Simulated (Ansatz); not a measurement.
# Si: the cost of one run

Method: DFT PBE, plane waves, PAW, scalar-relativistic, no spin polarisation, in Ansatz 0.2.0.

## 1. Starting point

The cell holds 17 atoms (Si17): a = 7.679 Å, b = 7.679 Å, c = 7.679 Å, α = 60.00°, β = 60.00°, γ = 60.00°.

Coordinates:

```xyz
17
Lattice="0.0000 5.4300 5.4300 5.4300 0.0000 5.4300 5.4300 5.4300 0.0000" Properties=species:S:1:pos:R:3 pbc="T T T"
Si    0.0000    0.0000    0.0000
Si    1.3575    1.3575    1.3575
Si    2.7150    2.7150    0.0000
Si    4.0725    4.0725    1.3575
Si    2.7150    0.0000    2.7150
Si    4.0725    1.3575    4.0725
Si    5.4300    2.7150    2.7150
Si    6.7875    4.0725    4.0725
Si    0.0000    2.7150    2.7150
Si    1.3575    4.0725    4.0725
Si    2.7150    5.4300    2.7150
Si    4.0725    6.7875    4.0725
Si    2.7150    2.7150    5.4300
Si    4.0725    4.0725    6.7875
Si    5.4300    5.4300    5.4300
Si    6.7875    6.7875    6.7875
Si    6.1009    4.8847    2.0338
```

## 2. End point A

input.yaml reads:

```yaml
crystal:
  lattice:
    - [0.0, 5.43, 5.43]
    - [5.43, 0.0, 5.43]
    - [5.43, 5.43, 0.0]
  atoms:
    - { symbol: Si, position: [0.0, 0.0, 0.0] }
    - { symbol: Si, position: [0.125, 0.125, 0.125] }
    - { symbol: Si, position: [0.0, 0.0, 0.5] }
    - { symbol: Si, position: [0.125, 0.125, 0.625] }
    - { symbol: Si, position: [0.0, 0.5, 0.0] }
    - { symbol: Si, position: [0.125, 0.625, 0.125] }
    - { symbol: Si, position: [0.0, 0.5, 0.5] }
    - { symbol: Si, position: [0.125, 0.625, 0.625] }
    - { symbol: Si, position: [0.5, 0.0, 0.0] }
    - { symbol: Si, position: [0.625, 0.125, 0.125] }
    - { symbol: Si, position: [0.5, 0.0, 0.5] }
    - { symbol: Si, position: [0.625, 0.125, 0.625] }
    - { symbol: Si, position: [0.5, 0.5, 0.0] }
    - { symbol: Si, position: [0.625, 0.625, 0.125] }
    - { symbol: Si, position: [0.5, 0.5, 0.5] }
    - { symbol: Si, position: [0.625, 0.625, 0.625] }
    - { symbol: Si, position: [0.0752931, 0.2992627, 0.8242914] }
basis:
  ecutwfc: 420.0
kpoints:
  mp_grid: { grid: [2, 2, 2] }
hamiltonian:
  xc: pbe
  pseudopotentials: { kind: paw, azcp: { folder: soft_1 } }
scf:
  occupations: { method: gaussian, width: 0.02 }
  lower_state_search: "off"
relax:
  f_tol: 0.03
  max_steps: 60
  adjacent_minimum: "off"
```

Launch:

```bash
ansatz run input.yaml --threads 1 --pin off --max-ram 3072MiB --backend cpu --events-out ev --progress --plain --runs-dir out
```

**Question.** How long does this run take on 1 thread of Arm Neoverse V1, shared host, and how much memory does it need?

About 79 s, with a peak of 0.5 GiB.
